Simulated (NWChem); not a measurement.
**SnH3SeCl (SMILES [Cl][SnH2][SeH]) at 3 levels**

Wanted: a comparison of 3 runs (HF/STO-3G, HF/3-21G, BLYP/def2-SVP) of SnH3SeCl. 

The results are computed with NWChem 7.3.0.

### Step 1. Starting point

SnH3SeCl has 6 atoms, charge 0, and is taken as a singlet. As SMILES, `[Cl][SnH2][SeH]`. The coordinates come from a PBE0-D4/def2-TZVP relaxation. This is one conformer, not always the lowest.

Bond lengths: Cl1–Sn2 2.334 Å, Sn2–Se3 2.513 Å, Sn2–H4 1.698 Å, Sn2–H5 1.700 Å, Se3–H6 1.469 Å. Angles: Cl1–Sn2–Se3 109.4°, Cl1–Sn2–H4 106.5°, Cl1–Sn2–H5 105.2°, Se3–Sn2–H4 108.0°, Se3–Sn2–H5 111.5°, Sn2–Se3–H6 91.5°, H4–Sn2–H5 115.9°.

### Step 2. Energy and gradient at HF/STO-3G (run 1)

Input file clh3sesn.nw:

```
start clh3sesn
memory stack 880 mb heap 220 mb global 1100 mb

geometry units angstroms noautosym nocenter noautoz
 Cl      -2.327600       0.223200      -0.538600
 Sn      -0.050400      -0.289200      -0.540000
 Se       0.816200      -0.253000       1.818500
 H        0.085900      -1.878000      -1.124700
 H        0.678200       0.917300      -1.489800
 H        0.839800       1.215600       1.828400
end

basis "ao basis" spherical bse
 * library STO-3G
end

scf
 thresh 1e-08
 maxiter 80
 print medium
end

task scf gradient
```

Started as:

```bash
$ nwchem clh3sesn.nw > clh3sesn.out
```

What it wrote:

```text
[...]
  functions       =    57
[...]
  wavefunction    = RHF
[...]
         Total SCF energy =  -8793.302770143810
      One-electron energy = -13598.382274071599
      Two-electron energy =   4106.150226889805
 Nuclear repulsion energy =    698.929277037986
        Time for solution =      4.6s
[...]
                         RHF ENERGY GRADIENTS
    atom               coordinates                        gradient
                 x          y          z           x          y          z
   1 Cl     -4.398526   0.421787  -1.017806   -0.003686   0.000512  -0.000586
   2 Sn     -0.095242  -0.546509  -1.020452   -0.008708   0.009341   0.015332
   3 Se      1.542394  -0.478101   3.436467    0.003190  -0.021656   0.009248
   4 H       0.162327  -3.548905  -2.125375    0.001360  -0.023062  -0.006041
   5 H       1.281612   1.733446  -2.815314    0.009223   0.017597  -0.013328
   6 H       1.586992   2.297151   3.455175   -0.001379   0.017268  -0.004625
[...]
```

Run time: 8.7 s. Hardware: 1 thread of Intel Xeon 6975P-C (Granite Rapids), shared host; peak memory 0.094 GiB.

### Step 3. Energy and forces at HF/3-21G (run 2)

Input file clh3sesn.xyz:

```xyz
6

Cl    -2.327600     0.223200    -0.538600
Sn    -0.050400    -0.289200    -0.540000
Se     0.816200    -0.253000     1.818500
H      0.085900    -1.878000    -1.124700
H      0.678200     0.917300    -1.489800
H      0.839800     1.215600     1.828400
```

Input file clh3sesn.nw:

```
echo
start clh3sesn
memory 2200 mb

geometry units angstroms noautosym nocenter noautoz
  load format xyz clh3sesn.xyz
end

basis spherical bse
  * library 3-21G
end

scf
  thresh 1e-08
  maxiter 80
end

task scf gradient
```

Started as:

```bash
$ nwchem clh3sesn.nw > clh3sesn.out
```

What it wrote:

```text
[...]
  functions       =    72
[...]
  wavefunction    = RHF
[...]
         Total SCF energy =  -8843.844634816303
      One-electron energy = -13632.693178956551
      Two-electron energy =   4089.919267102263
 Nuclear repulsion energy =    698.929277037986
        Time for solution =      5.4s
[...]
                         RHF ENERGY GRADIENTS
    atom               coordinates                        gradient
                 x          y          z           x          y          z
   1 Cl     -4.398526   0.421787  -1.017806    0.028663  -0.006547   0.000777
   2 Sn     -0.095242  -0.546509  -1.020452   -0.015880   0.008528   0.011917
   3 Se      1.542394  -0.478101   3.436467   -0.006780  -0.001963  -0.015064
   4 H       0.162327  -3.548905  -2.125375   -0.000845   0.006488   0.003158
   5 H       1.281612   1.733446  -2.815314   -0.003589  -0.004898   0.004146
   6 H       1.586992   2.297151   3.455175   -0.001570  -0.001608  -0.004934
[...]
```

It took 9.9 s on 1 thread of Intel Xeon 6975P-C (Granite Rapids), shared host; peak memory 0.097 GiB.

### Step 4. Energy and gradient at BLYP/def2-SVP (core potential) (run 3)

Input file run.py:

```python
from ase import Atoms
from ase.calculators.nwchem import NWChem

system = Atoms('ClSnSeHHH', positions=[
    [-2.327600, 0.223200, -0.538600],
    [-0.050400, -0.289200, -0.540000],
    [0.816200, -0.253000, 1.818500],
    [0.085900, -1.878000, -1.124700],
    [0.678200, 0.917300, -1.489800],
    [0.839800, 1.215600, 1.828400],
])

calc = NWChem(
    label='test',
    theory='dft',
    memory='2200 mb',
    basis='def2-SVP',
    basispar='spherical bse',
    dft={'xc': 'becke88 lyp', 'mult': '1', 'grid': 'fine', 'convergence': 'energy 1e-08', 'iterations': '100', 'mulliken': None, 'print': 'low'},
    **{'ecp bse': {'Sn library': 'def2-SVP'}},
)
system.calc = calc

forces = system.get_forces()
e = system.get_potential_energy()
print(f"E = {e:.6f} eV")
print("forces (eV/A):")
for s, f in zip(system.symbols, forces):
    print(f"{s:2s} {f[0]:10.5f} {f[1]:10.5f} {f[2]:10.5f}")
```

Started as:

```bash
$ export ASE_NWCHEM_COMMAND="nwchem PREFIX.nwi > PREFIX.nwo"
$ python run.py
```

What it wrote:

```text
E = -83741.110928 eV
forces (eV/A):
Cl   -1.00448    0.21921   -0.03733
Sn    0.39101   -0.10706   -0.29681
Se    0.30987   -0.44537    0.71369
H     0.07353   -0.39240   -0.14686
H     0.21515    0.28112   -0.25176
H     0.01491    0.44449    0.01908
```

The calculator wrote test.nwi:

```
title "test"

permanent_dir test

scratch_dir test

start test

geometry units angstrom nocenter noautosym noautoz
  Cl -2.3275999999999999e+00 2.2320000000000001e-01 -5.3859999999999997e-01
  Sn -5.0400000000000000e-02 -2.8920000000000001e-01 -5.4000000000000004e-01
  Se 8.1620000000000004e-01 -2.5300000000000000e-01 1.8185000000000000e+00
  H  8.5900000000000004e-02 -1.8779999999999999e+00 -1.1247000000000000e+00
  H  6.7820000000000003e-01 9.1730000000000000e-01 -1.4898000000000000e+00
  H  8.3979999999999999e-01 1.2156000000000000e+00 1.8284000000000000e+00
end

memory 2200 mb

basis spherical bse noprint
   * library def2-SVP
end

dft
  xc becke88 lyp
  mult 1
  grid fine
  convergence energy 1e-08
  iterations 100
  mulliken
  print low
end
ecp bse
  Sn library def2-SVP
end

task dft gradient
```

test.nwo, cut to the lines that bear on the results:

```text
[...]
         Total DFT energy =    -3077.429089909417
      One electron energy =    -5091.004846621310
           Coulomb energy =     1780.059616411495
    Exchange-Corr. energy =     -134.549519641010
 Nuclear repulsion energy =      368.065659941408
[... 18 lines left out ...]
     -------------------------------------------
      Total Density - Lowdin Population Analysis
[...]
                         DFT ENERGY GRADIENTS
    atom               coordinates                        gradient
                 x          y          z           x          y          z
   1 Cl     -4.398526   0.421787  -1.017806    0.019534  -0.004263   0.000726
   2 Sn     -0.095242  -0.546509  -1.020452   -0.007604   0.002082   0.005772
   3 Se      1.542394  -0.478101   3.436467   -0.006026   0.008661  -0.013879
   4 H       0.162327  -3.548905  -2.125375   -0.001430   0.007631   0.002856
   5 H       1.281612   1.733446  -2.815314   -0.004184  -0.005467   0.004896
   6 H       1.586992   2.297151   3.455175   -0.000290  -0.008644  -0.000371
 Task  times  cpu:       23.3s     wall:       23.3s
 Total times  cpu:       23.3s     wall:       23.3s
```

Run time: 25 s. Hardware: 1 thread of Intel Xeon 6975P-C (Granite Rapids), shared host; peak memory 0.12 GiB.

### Step 5. Overview of the runs

```tsv
run	level	iteration cap	module	energy (Eh)	dipole moment (D)	HOMO energy (eV)	LUMO energy (eV)	wall time
1	HF/STO-3G	80	scf	-8793.302770	3.26	-7.63	7.34	8.7 s
2	HF/3-21G	80	scf	-8843.844635	3.40	-10.11	2.13	9.9 s
3	BLYP/def2-SVP (core potential)	100	dft	-3077.429090	–	–	–	25 s
```

### Step 6. Outcome

```
                       quantity           value
            run 3: total energy  -3077.42909 Eh
run 3: largest force on an atom      1.029 eV/Å
```

Some runs of one species differ in core potentials or relativity; totals across that change don't compare. In run 1 the basis is minimal, so the values are rough. In runs 1, 2 relativity is left out where basis or elements ask for it. All runs together took 43 s, the longest 25 s.
